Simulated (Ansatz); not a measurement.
# GaAs: the cost of one run

Program: Ansatz 0.2.0. Level of theory: DFT HSE06, spin-orbit coupling, plane waves, PAW. These are calculated values, not measurements.

## Step 1: The starting structure

It takes space group F-43m (No. 216, cubic). Conventional cell: a = 5.653 Å, b = 5.653 Å, c = 5.653 Å, α = 90.00°, β = 90.00°, γ = 90.00°. Ga (site symmetry -43m) has 4 As at 2.45 Å as nearest neighbours. Around As (site symmetry -43m) lie 4 Ga at 2.45 Å.

Coordinates:

```cif
data_structure
_symmetry_space_group_name_H-M 'P 1'
_symmetry_Int_Tables_number 1
_cell_length_a 3.9975
_cell_length_b 3.9975
_cell_length_c 3.9975
_cell_angle_alpha 60.000
_cell_angle_beta 60.000
_cell_angle_gamma 60.000
_cell_volume 45.17
loop_
_atom_site_label
_atom_site_type_symbol
_atom_site_fract_x
_atom_site_fract_y
_atom_site_fract_z
_atom_site_occupancy
Ga1 Ga 0.00000 0.00000 0.00000 1
As1 As 0.25000 0.25000 0.25000 1
```

The structure rests on an entry of the Crystallography Open Database; cell or positions may have been set otherwise for this series.

## Step 2: Single point: GaAs

input.yaml reads:

```yaml
crystal:
  lattice:
    - [0.0, 2.82665, 2.82665]
    - [2.82665, 0.0, 2.82665]
    - [2.82665, 2.82665, 0.0]
  atoms:
    - { symbol: Ga, position: [0.0, 0.0, 0.0] }
    - { symbol: As, position: [0.25, 0.25, 0.25] }
scf:
  occupations: { method: gaussian, width: 0.03 }
output:
  eigenstates:
    kpoints:
      - [0.0, 0.0, 0.0]
      - [0.005, 0.005, 0.0]
      - [0.01, 0.01, 0.0]
      - [0.015, 0.015, 0.0]
      - [0.02, 0.02, 0.0]
      - [0.025, 0.025, 0.0]
      - [0.03, 0.03, 0.0]
      - [0.035, 0.035, 0.0]
      - [0.04, 0.04, 0.0]
      - [0.004, 0.004, 0.004]
      - [0.008, 0.008, 0.008]
      - [0.012, 0.012, 0.012]
      - [0.016, 0.016, 0.016]
      - [0.02, 0.02, 0.02]
      - [0.024, 0.024, 0.024]
      - [0.028, 0.028, 0.028]
      - [0.032, 0.032, 0.032]
      - [0.008, 0.004, 0.004]
      - [0.016, 0.008, 0.008]
      - [0.024, 0.012, 0.012]
      - [0.032, 0.016, 0.016]
      - [0.04, 0.02, 0.02]
      - [0.048, 0.024, 0.024]
      - [0.056, 0.028, 0.028]
      - [0.064, 0.032, 0.032]
      - [0.5, 0.5, 0.5]
      - [0.5, 0.5, 0.0]
hamiltonian:
  xc: hse06
kpoints:
  mp_grid: { grid: [6, 6, 6] }
magnetization:
  noncollinear: true
  spin_orbit: true
```

Launch:

```bash
$ ansatz run input.yaml --threads 8 --pin off --max-ram 20480MiB --backend cpu --events-out ev --progress --plain --runs-dir out
```

**Question.** How long does this run take on 8 threads of AMD EPYC 7R43 (Zen 3), shared host, and how much memory does it need?

About 9.9 min, with a peak of 2.7 GiB.
